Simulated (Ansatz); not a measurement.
# C2H8FNOSi: taking an electron away

The task here is to estimate one member of a computed series from the others.

Computed with Ansatz 0.2.0, Gaussian basis. Level: unrestricted cation, the program's frozen cores in correlated methods.

The runs, in order: UKS PBE-D4/def2-TZVPP; UKS r2SCAN-D4/def2-TZVPP; UKS PBE0-D4/def2-TZVPP; UKS B3LYP-D4/def2-TZVPP; UKS wB97X-V/def2-TZVPP; UKS wB97M-V/def2-TZVPP; UKS B2PLYP/def2-TZVPP; UHF-CCSD(T)/def2-TZVPP; UHF-MP2/def2-QZVPP; extrapolation to the limit; then −ε(HOMO) from the neutral's earlier runs with LDA (SPW92), PBE-D4, revPBE-D4, BLYP-D4, r2SCAN-D4, B97M-V, PBE0-D4, B3LYP-D4, r2SCANh-D4, r2SCAN0-D4, HSE06-D4, BHLYP-D4, CAM-B3LYP-D4, LC-ωPBE, ωB97X-V, ωB97M-V.

### The relaxed structure

An earlier PBE0-D4 in a triple-zeta def2 set relaxation fixed the geometry.

SMILES `CN[SiH](F)OC`, 14 atoms, charge 0, spin multiplicity 1.

Atoms are counted from 1 here; the program's logs count them from 0.

Bond lengths: C1–N2 1.446 Å, C1–H7 1.094 Å, C1–H8 1.096 Å, C1–H9 1.093 Å, N2–Si3 1.685 Å, N2–H10 1.007 Å, Si3–F4 1.605 Å, Si3–O5 1.626 Å, Si3–H11 1.479 Å, O5–C6 1.411 Å, C6–H12 1.094 Å, C6–H13 1.091 Å, C6–H14 1.095 Å. Angles: N2–C1–H7 111.4°, N2–C1–H8 112.8°, N2–C1–H9 109.6°, H7–C1–H8 108.3°, H7–C1–H9 107.1°, H8–C1–H9 107.4°, C1–N2–Si3 125.5°, C1–N2–H10 114.9°, Si3–N2–H10 118.7°, N2–Si3–F4 114.9°, N2–Si3–O5 106.4°, N2–Si3–H11 109.9°, F4–Si3–O5 106.9°, F4–Si3–H11 104.0°, O5–Si3–H11 115.0°, Si3–O5–C6 125.3°, O5–C6–H12 111.6°, O5–C6–H13 108.1° and more.

The first run:

File in.yaml:

```yaml
crystal:
  periodic: [false, false, false]
  atoms:
    - {symbol: C, position_ang: [-0.194105, -2.536845, 0.608325]}
    - {symbol: N, position_ang: [-0.601151, -1.184491, 0.297798]}
    - {symbol: Si, position_ang: [0.434026, 0.079071, -0.114057]}
    - {symbol: F, position_ang: [0.931566, 0.073522, -1.639680]}
    - {symbol: O, position_ang: [-0.409463, 1.452558, 0.104028]}
    - {symbol: C, position_ang: [-0.073962, 2.710079, -0.439803]}
    - {symbol: H, position_ang: [-0.705484, -2.912631, 1.499564]}
    - {symbol: H, position_ang: [-0.378666, -3.236239, -0.214742]}
    - {symbol: H, position_ang: [0.877767, -2.558122, 0.819988]}
    - {symbol: H, position_ang: [-1.592506, -1.058497, 0.173327]}
    - {symbol: H, position_ang: [1.684039, -0.017323, 0.670902]}
    - {symbol: H, position_ang: [0.158536, 2.638332, -1.506354]}
    - {symbol: H, position_ang: [-0.929369, 3.374994, -0.310294]}
    - {symbol: H, position_ang: [0.785673, 3.146293, 0.079797]}
basis:
  gaussian: {orbitals: def2-TZVPP}
total_charge: 1
magnetization: {spin_polarized: true, initial_magnetization: 1}
hamiltonian: {xc: pbe, dispersion: d4}
```

On the command line:

```
> ansatz run in.yaml --threads 2 --pin off --events-out ev --progress --plain --max-ram 32768MiB --backend cuda --devices 0, --max-vram 18GiB
```

Among the steps run: Cation, UKS PBE-D4/def2-TZVPP; Cation, UKS r2SCAN-D4/def2-TZVPP; Cation, UKS PBE0-D4/def2-TZVPP; Cation, UKS B3LYP-D4/def2-TZVPP; Cation, UKS wB97X-V/def2-TZVPP; Cation, UKS wB97M-V/def2-TZVPP; Cation, UKS B2PLYP (frozen core)/def2-TZVPP; Cation, UHF-CCSD(T)/def2-TZVPP; Cation, UHF-MP2/def2-QZVPP.

One table of the session follows, with a row left open; its other results are not shown here.

For comparison, −ε(HOMO) of the neutral from earlier runs:

```
  functional  −ε(HOMO) (eV)
 LDA (SPW92)           5.88
      PBE-D4           5.74
   revPBE-D4           5.69
     BLYP-D4           5.62
   r2SCAN-D4           6.01
      B97M-V           6.16
     PBE0-D4              ?
    B3LYP-D4           6.92
  r2SCANh-D4           6.55
  r2SCAN0-D4           7.35
    HSE06-D4           6.75
    BHLYP-D4           8.50
CAM-B3LYP-D4           8.58
     LC-ωPBE           9.98
     ωB97X-V           9.61
     ωB97M-V           9.53
```

**Question.** Estimate the row for PBE0-D4.

The run gave: −ε(HOMO) (eV): 7.16. In the column «−ε(HOMO) (eV)» it lies between B3LYP-D4 (6.92) and r2SCAN0-D4 (7.35).
